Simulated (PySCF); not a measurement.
# One shape, several levels: InCNF2 (SMILES N#[C][In]([F])[F])

Aim: a comparison of 3 runs (HF/STO-3G, HF/def2-TZVP, PBE0/def2-SVP) of InCNF2. Input form: a Python script.

The results are computed with PySCF 2.14.0.

**1. Starting point**

InCNF2: 5 atoms, total charge 0, spin state singlet. As SMILES, `N#[C][In]([F])[F]`. The shape is that of a PBE0-D4/def2-TZVP optimisation.

Bond lengths: N1–C2 1.152 Å, C2–In3 2.072 Å, In3–F4 1.919 Å, In3–F5 1.919 Å. Angles: N1–C2–In3 180.0°, C2–In3–F4 123.5°, C2–In3–F5 123.5°, F4–In3–F5 112.9°.

**2. Energy and gradient at HF/STO-3G (run 1)**

Contents of job.py:

```python
from pyscf import gto, scf

mol = gto.Mole()
mol.atom = [
    ('N', (1.298000, -1.592200, 1.589600)),
    ('C', (0.724900, -0.890300, 0.878600)),
    ('In', (-0.306000, 0.372300, -0.400300)),
    ('F', (-1.872100, -0.154800, -1.375500)),
    ('F', (0.205100, 2.191400, -0.733700)),
]
mol.basis = 'sto-3g'
mol.max_memory = 1860
mol.verbose = 4
mol.charge = 0
mol.spin = 0
mol.build()

calc0 = scf.RHF(mol)
calc0.conv_tol = 1e-10
calc0.kernel()
if not calc0.converged:
    calc0 = calc0.newton().run(calc0.mo_coeff, calc0.mo_occ)

energy = calc0.e_tot
print('E(%s) = %.9f' % ('HF', energy))
grad = calc0.nuc_grad_method().kernel()
calc0.analyze()
```

On the command line:

```sh
$ OMP_NUM_THREADS=1 python job.py
```

Standard output:

```text
PySCF version 2.14.0

[INPUT] num. atoms = 5
[INPUT] num. electrons = 80
[INPUT] charge = 0
[INPUT] spin (= nelec alpha-beta = 2S) = 0
[INPUT] symmetry False subgroup None
[INPUT] Mole.unit = angstrom
[INPUT] Symbol           X                Y                Z      unit          X                Y                Z       unit  Magmom
[INPUT]  1 N      1.298000000000  -1.592200000000   1.589600000000 AA    2.452864509685  -3.008821935532   3.003908647609 Bohr   0.0
[INPUT]  2 C      0.724900000000  -0.890300000000   0.878600000000 AA    1.369862467697  -1.682423168700   1.660313373043 Bohr   0.0
[INPUT]  3 In    -0.306000000000   0.372300000000  -0.400300000000 AA   -0.578256194117   0.703545036176  -0.756457367663 Bohr   0.0
[INPUT]  4 F     -1.872100000000  -0.154800000000  -1.375500000000 AA   -3.537756277798  -0.292529604083  -2.599318284339 Bohr   0.0
[INPUT]  5 F      0.205100000000   2.191400000000  -0.733700000000 AA    0.387582828148   4.141145829372  -1.386492057593 Bohr   0.0

[... 66 lines left out ...]
One-electron Energy =                -9145.859974908391450
[... 6 lines left out ...]
MO #2   energy= -146.08072757267   occ= 2
[... 4 lines left out ...]
MO #7   energy= -25.7800580413445  occ= 2
[... 4 lines left out ...]
MO #12  energy= -16.6538547013121  occ= 2
[... 4 lines left out ...]
MO #17  energy= -15.3153758628844  occ= 2
[... 4 lines left out ...]
MO #22  energy= -3.11836522866163  occ= 2
[... 4 lines left out ...]
MO #27  energy= -0.623983969496286 occ= 2
[... 4 lines left out ...]
MO #32  energy= -0.44591348078133  occ= 2
[... 4 lines left out ...]
MO #37  energy= -0.391219369939071 occ= 2
[... 4 lines left out ...]
MO #42  energy= 0.273706853642939  occ= 0
[... 4 lines left out ...]
MO #47  energy= 1.25630025508846   occ= 0
[... 16 lines left out ...]
pop of  2 In 5s           0.85029
pop of  2 In 2px          2.00000
pop of  2 In 2py          2.00000
pop of  2 In 2pz          2.00000
pop of  2 In 3px          1.99997
pop of  2 In 3py          1.99997
pop of  2 In 3pz          1.99997
pop of  2 In 4px          1.99918
pop of  2 In 4py          1.99943
pop of  2 In 4pz          1.99894
pop of  2 In 5px          0.44862
pop of  2 In 5py          0.53845
pop of  2 In 5pz          0.37452
pop of  2 In 3dxy         1.99999
pop of  2 In 3dyz         1.99998
pop of  2 In 3dz^2        2.00000
pop of  2 In 3dxz         1.99998
pop of  2 In 3dx2-y2      1.99999
pop of  2 In 4dxy         1.98965
pop of  2 In 4dyz         1.98282
pop of  2 In 4dz^2        1.99423
pop of  2 In 4dxz         1.97380
pop of  2 In 4dx2-y2      1.98631
pop of  3 F 1s            1.99997
pop of  3 F 2s            1.90434
pop of  3 F 2px           1.63425
pop of  3 F 2py           1.92721
pop of  3 F 2pz           1.80587
pop of  4 F 1s            1.99997
pop of  4 F 2s            1.90434
pop of  4 F 2px           1.91583
pop of  4 F 2py           1.53773
pop of  4 F 2pz           1.91378
 ** Mulliken atomic charges  **
charge of    0N =     -0.14315
charge of    1C =     -0.17842
charge of    2In =      0.86487
charge of    3F =     -0.27165
charge of    4F =     -0.27165
Dipole moment(X, Y, Z, Debye): -1.00546,  1.23169, -1.24779
```

Wall time 3.6 s (1 thread of Arm Neoverse V1, shared host); peak memory 0.12 GiB.

**3. Energy and gradient at HF/def2-TZVP (core potential) (run 2)**

Contents of input.xyz:

```xyz
5

N      1.298000    -1.592200     1.589600
C      0.724900    -0.890300     0.878600
In    -0.306000     0.372300    -0.400300
F     -1.872100    -0.154800    -1.375500
F      0.205100     2.191400    -0.733700
```

Contents of run.py:

```python
import pyscf.grad
from pyscf import gto

molecule = gto.M(
    atom='input.xyz',
    basis='def2-tzvp',
    verbose=4,
    ecp={'In': 'def2-svp'},
    charge=0,
    max_memory=1860,
)

hf = molecule.RHF()
hf.conv_tol = 1e-10
hf.kernel()
if not hf.converged:
    hf = hf.newton().run(hf.mo_coeff, hf.mo_occ)

e_final = hf.e_tot
print('E(%s) = %.9f' % ('HF', e_final))
grad = hf.Gradients().kernel()
hf.analyze()
```

On the command line:

```sh
$ OMP_NUM_THREADS=1 python run.py
```

Standard output:

```text
PySCF version 2.14.0

[INPUT] num. atoms = 5
[INPUT] num. electrons = 52
[INPUT] charge = 0
[INPUT] spin (= nelec alpha-beta = 2S) = 0
[INPUT] symmetry False subgroup None
[INPUT] Mole.unit = angstrom
[INPUT] Symbol           X                Y                Z      unit          X                Y                Z       unit  Magmom
[INPUT]  1 N      1.298000000000  -1.592200000000   1.589600000000 AA    2.452864509685  -3.008821935532   3.003908647609 Bohr   0.0
[INPUT]  2 C      0.724900000000  -0.890300000000   0.878600000000 AA    1.369862467697  -1.682423168700   1.660313373043 Bohr   0.0
[INPUT]  3 In    -0.306000000000   0.372300000000  -0.400300000000 AA   -0.578256194117   0.703545036176  -0.756457367663 Bohr   0.0
[INPUT]  4 F     -1.872100000000  -0.154800000000  -1.375500000000 AA   -3.537756277798  -0.292529604083  -2.599318284339 Bohr   0.0
[INPUT]  5 F      0.205100000000   2.191400000000  -0.733700000000 AA    0.387582828148   4.141145829372  -1.386492057593 Bohr   0.0

[... 71 lines left out ...]
Two-electron Energy =                  480.536289382371081
[... 17 lines left out ...]
MO #14  energy= -1.12311848615325  occ= 2
[... 15 lines left out ...]
MO #30  energy= 0.0908572146758556 occ= 0
[... 15 lines left out ...]
MO #46  energy= 0.523847185347545  occ= 0
[... 15 lines left out ...]
MO #62  energy= 0.958496039261856  occ= 0
[... 15 lines left out ...]
MO #78  energy= 1.47734995527757   occ= 0
[... 15 lines left out ...]
MO #94  energy= 2.41547519773638   occ= 0
[... 15 lines left out ...]
MO #110 energy= 3.11275769793109   occ= 0
[... 15 lines left out ...]
MO #126 energy= 4.21223002132027   occ= 0
[... 15 lines left out ...]
MO #142 energy= 7.40530017439981   occ= 0
[... 15 lines left out ...]
MO #158 energy= 8.92819819882937   occ= 0
[... 15 lines left out ...]
MO #174 energy= 125.714278591762   occ= 0
[... 143 lines left out ...]
pop of  3 F 4f+2          0.00010
pop of  3 F 4f+3          0.00013
pop of  4 F 1s            1.99999
pop of  4 F 2s            1.96874
pop of  4 F 3s            0.00784
pop of  4 F 4s            0.00232
pop of  4 F 5s            0.00022
pop of  4 F 2px           1.97459
pop of  4 F 2py           1.86973
pop of  4 F 2pz           1.97898
pop of  4 F 3px           0.00433
pop of  4 F 3py           0.01167
pop of  4 F 3pz           0.00449
pop of  4 F 4px           0.00111
pop of  4 F 4py           0.00580
pop of  4 F 4pz           0.00086
pop of  4 F 3dxy          0.00497
pop of  4 F 3dyz          0.00446
pop of  4 F 3dz^2         0.00256
pop of  4 F 3dxz          0.00049
pop of  4 F 3dx2-y2       0.00423
pop of  4 F 4dxy          0.00209
pop of  4 F 4dyz          0.00210
pop of  4 F 4dz^2         0.00106
pop of  4 F 4dxz          0.00023
pop of  4 F 4dx2-y2       0.00142
pop of  4 F 4f-3          0.00006
pop of  4 F 4f-2          0.00010
pop of  4 F 4f-1          0.00019
pop of  4 F 4f+0          0.00013
pop of  4 F 4f+1          0.00003
pop of  4 F 4f+2          0.00017
pop of  4 F 4f+3          0.00027
 ** Mulliken atomic charges  **
charge of    0N =     -0.17319
charge of    1C =     -0.72272
charge of    2In =      2.61116
charge of    3F =     -0.86003
charge of    4F =     -0.85521
Dipole moment(X, Y, Z, Debye): -0.17582,  0.21567, -0.21872
```

Run time: 52 s. Hardware: 1 thread of Arm Neoverse V1, shared host; peak memory 0.99 GiB.

**4. Energy and gradient at PBE0/def2-SVP (core potential) (run 3)**

Contents of job.py:

```python
# N#[C][In]([F])[F]
from pyscf import gto, dft

system = gto.M(
    atom='''
N      1.298000    -1.592200     1.589600
C      0.724900    -0.890300     0.878600
In    -0.306000     0.372300    -0.400300
F     -1.872100    -0.154800    -1.375500
F      0.205100     2.191400    -0.733700
''',
    max_memory=1860,
    charge=0,
    verbose=4,
    ecp={'In': 'def2-svp'},
    basis='def2-svp',
)

myscf = dft.RKS(system)
myscf.xc = 'pbe0'
myscf.conv_tol = 1e-10
myscf.grids.level = 5
myscf.kernel()
if not myscf.converged:
    myscf = myscf.newton().run(myscf.mo_coeff, myscf.mo_occ)

energy = myscf.e_tot
print('E(%s) = %.9f' % ('PBE0', energy))
grad = myscf.nuc_grad_method().kernel()
myscf.analyze()
```

On the command line:

```sh
$ OMP_NUM_THREADS=1 python job.py
```

Standard output:

```text
PySCF version 2.14.0

[INPUT] num. atoms = 5
[INPUT] num. electrons = 52
[INPUT] charge = 0
[INPUT] spin (= nelec alpha-beta = 2S) = 0
[INPUT] symmetry False subgroup None
[INPUT] Mole.unit = angstrom
[INPUT] Symbol           X                Y                Z      unit          X                Y                Z       unit  Magmom
[INPUT]  1 N      1.298000000000  -1.592200000000   1.589600000000 AA    2.452864509685  -3.008821935532   3.003908647609 Bohr   0.0
[INPUT]  2 C      0.724900000000  -0.890300000000   0.878600000000 AA    1.369862467697  -1.682423168700   1.660313373043 Bohr   0.0
[INPUT]  3 In    -0.306000000000   0.372300000000  -0.400300000000 AA   -0.578256194117   0.703545036176  -0.756457367663 Bohr   0.0
[INPUT]  4 F     -1.872100000000  -0.154800000000  -1.375500000000 AA   -3.537756277798  -0.292529604083  -2.599318284339 Bohr   0.0
[INPUT]  5 F      0.205100000000   2.191400000000  -0.733700000000 AA    0.387582828148   4.141145829372  -1.386492057593 Bohr   0.0

[... 65 lines left out ...]
converged SCF energy = -482.16138210322
[... 23 lines left out ...]
MO #2   energy= -24.7462125552471  occ= 2
[... 7 lines left out ...]
MO #10  energy= -1.14987901569812  occ= 2
[... 7 lines left out ...]
MO #18  energy= -0.46788533153628  occ= 2
[... 7 lines left out ...]
MO #26  energy= -0.390493492133675 occ= 2
[... 7 lines left out ...]
MO #34  energy= 0.153892415248919  occ= 0
[... 7 lines left out ...]
MO #42  energy= 0.555263419151567  occ= 0
[... 7 lines left out ...]
MO #50  energy= 1.16106498148118   occ= 0
[... 7 lines left out ...]
MO #58  energy= 1.59790044822266   occ= 0
[... 7 lines left out ...]
MO #66  energy= 2.83843671973974   occ= 0
[... 7 lines left out ...]
MO #74  energy= 3.12464864126539   occ= 0
[... 7 lines left out ...]
MO #82  energy= 61.1064329448584   occ= 0
[... 51 lines left out ...]
pop of  2 In 5dxy         0.16946
pop of  2 In 5dyz         0.19373
pop of  2 In 5dz^2        0.16055
pop of  2 In 5dxz         0.14970
pop of  2 In 5dx2-y2      0.01538
pop of  3 F 1s            1.99993
pop of  3 F 2s            1.96675
pop of  3 F 3s            0.01985
pop of  3 F 2px           1.83730
pop of  3 F 2py           1.95590
pop of  3 F 2pz           1.91083
pop of  3 F 3px           0.01412
pop of  3 F 3py           0.01070
pop of  3 F 3pz           0.01200
pop of  3 F 3dxy          0.00125
pop of  3 F 3dyz          0.00052
pop of  3 F 3dz^2         0.00117
pop of  3 F 3dxz          0.00114
pop of  3 F 3dx2-y2       0.00110
pop of  4 F 1s            1.99994
pop of  4 F 2s            1.96796
pop of  4 F 3s            0.01869
pop of  4 F 2px           1.95339
pop of  4 F 2py           1.79932
pop of  4 F 2pz           1.95242
pop of  4 F 3px           0.00792
pop of  4 F 3py           0.00789
pop of  4 F 3pz           0.01490
pop of  4 F 3dxy          0.00130
pop of  4 F 3dyz          0.00180
pop of  4 F 3dz^2         0.00061
pop of  4 F 3dxz          0.00028
pop of  4 F 3dx2-y2       0.00090
 ** Mulliken atomic charges  **
charge of    0N =     -0.13843
charge of    1C =     -0.59589
charge of    2In =      2.19421
charge of    3F =     -0.73258
charge of    4F =     -0.72731
Dipole moment(X, Y, Z, Debye): -0.16519,  0.20263, -0.20544
```

Wall time 28 s (1 thread of Arm Neoverse V1, shared host); peak memory 0.8 GiB.

**5. All runs side by side**

```
run                           level  core potential  integration grid   energy (Eh)  dipole moment (D)  HOMO energy (eV)  LUMO energy (eV)  wall time
  1                       HF/STO-3G               –                 –  -5970.119974               2.02             -9.50              5.05      3.6 s
  2   HF/def2-TZVP (core potential)        def2-svp                 –   -480.580194               0.35            -13.83              0.07       52 s
  3  PBE0/def2-SVP (core potential)        def2-svp                 5   -482.161382               0.33            -10.63             -2.66       28 s
```

**6. Summary of results**

```
                       quantity          value
            run 3: total energy  -482.16138 Eh
           run 3: dipole moment         0.33 D
             run 3: HOMO energy      -10.63 eV
             run 3: LUMO energy       -2.66 eV
           run 3: HOMO–LUMO gap        7.97 eV
run 3: largest force on an atom     1.030 eV/Å
```

In words: The dipole moment (its size) runs from 0.33 D (PBE0/def2-SVP) to 2.02 D (HF/STO-3G). The two ends differ in method and basis and core potential. The HOMO–LUMO gap runs from 7.97 eV (PBE0/def2-SVP) to 14.55 eV (HF/STO-3G). Some runs of one species differ in core potentials or relativity; totals across that change don't compare. In run 1 the basis is minimal, so the values are rough. In run 1 relativity is left out where basis or elements ask for it. All runs together took 83 s, the longest 52 s.
